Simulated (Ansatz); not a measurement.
# Ga3Sb: convergence and cost

An exercise on one series of results from a longer session: the logs are not shown, and one member is left open.

Computed with Ansatz 0.2.0 (DFT PBEsol, scalar-relativistic, plane waves, PAW, unless a step's input says otherwise).

2 further runs of the same task are left out: 1 for a known fault of the program, 1 set aside as unsound or not needed. Runs told in other sessions of the task aren't counted.

### The starting structure

It takes space group I4/mmm (No. 139, tetragonal). The conventional cell has a = 4.318 Å, b = 4.318 Å, c = 9.521 Å, α = 90.00°, β = 90.00°, γ = 90.00°. Ga (site symmetry -4m2) is surrounded by 8 Ga at 3.05 to 3.21 Å and 4 Sb at 3.21 Å. Ga (site symmetry 4/mmm) is surrounded by 4 Sb at 3.05 Å and 8 Ga at 3.21 Å. Sb (site symmetry 4/mmm) is surrounded by 12 Ga at 3.05 to 3.21 Å.

Structure file:

```cif
data_structure
_symmetry_space_group_name_H-M 'P 1'
_symmetry_Int_Tables_number 1
_cell_length_a 5.6554
_cell_length_b 5.6554
_cell_length_c 5.6554
_cell_angle_alpha 135.119
_cell_angle_beta 135.119
_cell_angle_gamma 65.346
_cell_volume 88.74
loop_
_atom_site_label
_atom_site_type_symbol
_atom_site_fract_x
_atom_site_fract_y
_atom_site_fract_z
_atom_site_occupancy
Ga1 Ga 0.75000 0.25000 0.50000 1
Ga2 Ga 0.25000 0.75000 0.50000 1
Ga3 Ga 0.50000 0.50000 0.00000 1
Sb1 Sb 0.00000 0.00000 0.00000 1
```

The structure comes from the Materials Project (structure only); it is used as listed.

### The base input

Contents of input.yaml:

```yaml
crystal:
  lattice:
    - [-2.158799, 2.158799, 4.760484]
    - [2.158799, -2.158799, 4.760484]
    - [2.158799, 2.158799, -4.760484]
  atoms:
    - { symbol: Ga, position: [0.75, 0.25, 0.5] }
    - { symbol: Ga, position: [0.25, 0.75, 0.5] }
    - { symbol: Ga, position: [0.5, 0.5, 0.0] }
    - { symbol: Sb, position: [0.0, 0.0, 0.0] }
basis:
  ecutwfc: 420
kpoints:
  mp_grid: { grid: [14, 14, 14] }
hamiltonian:
  xc: pbesol
scf:
  occupations: { method: gaussian, width: 0.1 }
output:
  forces: true
  stress: true
  eigenvalues: true
  populations: true
  write_density: true
  write_potential: true
  elf: true
  volumetric_format: npy
```

Its results, from an earlier run: -4409.3247 eV/atom at zero smearing, pressure -3.47 GPa, largest force 0.000 eV/Å, no gap on the mesh, in 8 SCF cycles and 1.7 min.

The first run:

Contents of input.yaml:

```yaml
crystal:
  lattice:
    - [-2.158799, 2.158799, 4.760484]
    - [2.158799, -2.158799, 4.760484]
    - [2.158799, 2.158799, -4.760484]
  atoms:
    - { symbol: Ga, position: [0.75, 0.25, 0.5] }
    - { symbol: Ga, position: [0.25, 0.75, 0.5] }
    - { symbol: Ga, position: [0.5, 0.5, 0.0] }
    - { symbol: Sb, position: [0.0, 0.0, 0.0] }
basis:
  ecutwfc: 150
kpoints:
  mp_grid: { grid: [14, 14, 14] }
hamiltonian:
  xc: pbesol
scf:
  occupations: { method: gaussian, width: 0.1 }
output:
  forces: true
  stress: true
  eigenvalues: true
```

The run is started by

```console
$ ansatz run input.yaml --threads 1 --pin off --max-ram 2560MiB --backend cpu --events-out ev --progress --plain --runs-dir out
```

Steps of the session up to this table: Plane-wave cutoff: 150 eV; Plane-wave cutoff set to 200 eV; Plane-wave cutoff: 250 eV; Plane-wave cutoff set to 300 eV; Plane-wave cutoff set to 350 eV; Plane-wave cutoff: 380 eV; Plane-wave cutoff: 460 eV; Plane-wave cutoff set to 520 eV; Plane-wave cutoff set to 600 eV; Plane-wave cutoff set to 700 eV; Plane-wave cutoff: 850 eV.

One table of the session follows, with a row left open; its other results are not shown here.

It belongs to the step «The sweep of the plane-wave cutoff side by side». 

```
cutoff (eV)  ΔE (meV/atom)  pressure (GPa)
        150          47483           -7.27
        200           8671            0.62
        250           1193           -2.88
        300            106           -3.44
        350           6.16           -3.43
        380              ?               ?
        420           1.36           -3.47
        460           0.66           -3.47
        520           0.22           -3.47
        600           0.15           -3.47
        700           0.04           -3.47
        850           0.00           -3.47
```

Estimate the missing values for cutoff (eV) = 380.

Worked estimate for «ΔE (meV/atom)». A straight line through the neighbours (350, 6.16) and (420, 1.36) gives 6.16 + (1.36 − 6.16) × (380 − 350) / (420 − 350) = 4.10; a parabola fitted to 4 rows on both sides gives -6.15.

**Answer.** ΔE (meV/atom): 2.04; pressure (GPa): -3.45. In «ΔE (meV/atom)» the line misses by +2.06 and the parabola by -8.19. Between these rows the values bend or scatter more than so simple an estimate can follow.

To keep in mind: Warnings in the runs' records: cutoff below recommended.
